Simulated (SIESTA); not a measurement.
The system is GaSi3C3N.

```
CELL_PARAMETERS angstrom
5.10562 0.00000 0.00000
0.00000 3.11166 0.00000
-0.02340 0.00000 5.39890
ATOMIC_POSITIONS crystal
Ga 0.49147 0.50000 0.83671
Si 0.99862 0.50000 0.16913
Si 0.50263 0.00000 0.33466
Si 0.99181 0.00000 0.66272
N 0.63394 0.00000 0.64597
C 0.12820 0.00000 0.33548
C 0.62909 0.50000 0.18463
C 0.09613 0.50000 0.83071
```

The cell comes from a database or a generator and needn't be the stable form of this composition.

| Item | Value |
| --- | --- |
| Program | SIESTA 5.4.2 |
| Task | single point |
| Functional | PBEsol |
| Potentials or basis | PseudoDojo 0.4 standard (PBEsol files) |
| Basis | DZP (energy shift 0.003 Ry; two zetas on semicore shells) |
| Grid cutoff | 800 Ry |
| Energy shift | 0.003 Ry |
| k mesh | 5 × 9 × 5 |
| Occupations | fermi-dirac, width 0.05 eV |
| Spin | no spin polarisation |

On this cell: pressure -1.0 GPa; largest force 0.205 eV/Å; band gap on the k mesh 2.68 eV, indirect (least direct gap 3.01 eV).

The same run follows on a disturbed copy (atoms moved at random, drawn with an rms of 0.05 Å):

```xyz
8
Lattice="5.1056 0.0000 0.0000 0.0000 3.1117 0.0000 -0.0234 0.0000 5.3989" Properties=species:S:1:pos:R:3 pbc="T T T"
Ga    2.4687    1.5394    4.5629
Si    5.0907    1.5237    0.9069
Si    2.5575   -0.0464    1.7694
Si    5.0394    0.0329    3.6064
N     3.2204    0.0283    3.5003
C     0.6121   -0.0118    1.8184
C     3.2094    1.4995    0.9667
C     0.4470    1.5254    4.4605
```

What does the disturbed cell give?

The energy moves by +21.9 meV/atom; pressure -0.6 GPa; largest force 1.977 eV/Å; band gap on the k mesh 2.59 eV, indirect (least direct gap 3.01 eV).

Forces in eV/Å, atoms in the order of the input:
```
Ga  -0.078  0.236 -1.275
Si  -0.013  0.277  0.005
Si  -0.289  0.069  1.256
Si  -0.436 -1.520 -1.039
N   -0.489 -0.530 -0.331
C    0.647 -0.342 -0.203
C   -0.132  0.363  0.494
C    0.789  1.446  1.093
```

Stress tensor (GPa, compression positive):
```
-1.23  0.74  0.84
 0.74  0.38  0.87
 0.84  0.87 -0.81
```

Caveats: an odd mesh through Γ misses points on the zone boundary, where band edges often lie; the basis of atomic orbitals isn't converged, which shifts pressures, moduli and gaps.
